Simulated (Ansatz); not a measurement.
# ClF2H2NSi: two geometries relaxed

Method: RKS PBE0/cc-pVDZ, in Ansatz 0.2.0.

## 1. The system as given

Bond lengths: N1–Si2 1.641 Å, Si2–F3 1.563 Å, Si2–F4 1.548 Å, Si2–Cl5 2.050 Å, N1–H6 1.075 Å, N1–H7 1.044 Å. Angles: N1–Si2–F3 106.2°, N1–Si2–F4 110.4°, N1–Si2–Cl5 109.7°, F3–Si2–F4 109.8°, F3–Si2–Cl5 110.9°, F4–Si2–Cl5 109.8°, Si2–N1–H6 107.7°, Si2–N1–H7 108.7°, H6–N1–H7 101.7°.

Coordinates:

```xyz
7

N    -0.6836    0.4076    0.7468
Si    0.3422   -0.4864   -0.1710
F     1.5799   -0.7929    0.7324
F    -0.3339   -1.8108   -0.6014
Cl    0.8941    0.5836   -1.8297
H    -1.5053    0.7056    0.1215
H    -0.2322    1.3253    0.9557
```

## 2. Relaxing end A

Input file input.yaml:

```yaml
crystal:
  periodic: [false, false, false]
  atoms:
    - { symbol: "N", position_ang: [-0.6836, 0.4076, 0.7468] }
    - { symbol: Si, position_ang: [0.3422, -0.4864, -0.171] }
    - { symbol: F, position_ang: [1.5799, -0.7929, 0.7324] }
    - { symbol: F, position_ang: [-0.3339, -1.8108, -0.6014] }
    - { symbol: Cl, position_ang: [0.8941, 0.5836, -1.8297] }
    - { symbol: H, position_ang: [-1.5053, 0.7056, 0.1215] }
    - { symbol: H, position_ang: [-0.2322, 1.3253, 0.9557] }
basis:
  gaussian: { orbitals: cc-pVDZ }
hamiltonian:
  xc: pbe0
relax:
  f_tol: 0.015
  max_steps: 40
```

Started as:

```bash
ansatz run input.yaml --threads 1 --pin off --max-ram 2048MiB --backend cpu --events-out ev --progress --plain --runs-dir out
```

What time and memory should one allow on 1 thread of Arm Neoverse V2, shared host?

About 42 s, with a peak of 0.18 GiB.
